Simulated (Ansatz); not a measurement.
# Cu: the cost of one run

Program: Ansatz 0.2.0. Level of theory: DFT PBE, scalar-relativistic, plane waves, PAW. These are calculated values, not measurements.

## (1) The starting structure

Symmetry: Fm-3m, No. 225, cubic system. Conventional cell: a = 3.600 Å, b = 3.600 Å, c = 3.600 Å, α = 90.00°, β = 90.00°, γ = 90.00°. Cu (site symmetry m-3m) has 12 Cu at 2.55 Å as nearest neighbours.

Coordinates:

```xyz
2
Lattice="2.5456 0.0000 0.0000 0.0000 2.5456 0.0000 0.0000 0.0000 3.6000" Properties=species:S:1:pos:R:3 pbc="T T T"
Cu    0.0000    0.0000    0.0000
Cu    1.2728    1.2728    1.8000
```

## (2) Relaxing cell and atoms: Cu, no spin

Input file input.yaml:

```yaml
crystal:
  lattice:
    - [2.5455844123, 0.0, 0.0]
    - [0.0, 2.5455844123, 0.0]
    - [0.0, 0.0, 3.6]
  atoms:
    - { symbol: Cu, position: [0.0, 0.0, 0.0] }
    - { symbol: Cu, position: [0.5, 0.5, 0.5] }
scf:
  occupations: { method: methfessel_paxton, width: 0.1 }
output:
  forces: true
  stress: true
  eigenvalues: true
hamiltonian:
  xc: pbe
kpoints:
  mp_grid: { grid: [16, 16, 12] }
relax:
  f_tol: 0.005
  cell: { stress_tol: 0.02 }
```

Launch:

```
$ ansatz run input.yaml --threads 4 --pin off --max-ram 14336MiB --backend cpu --events-out ev --progress --plain --runs-dir out
```

Q: Estimate wall time and peak memory on 4 threads of Intel Xeon 6975P-C (Granite Rapids), shared host.

About 9.8 s, with a peak of 0.51 GiB.
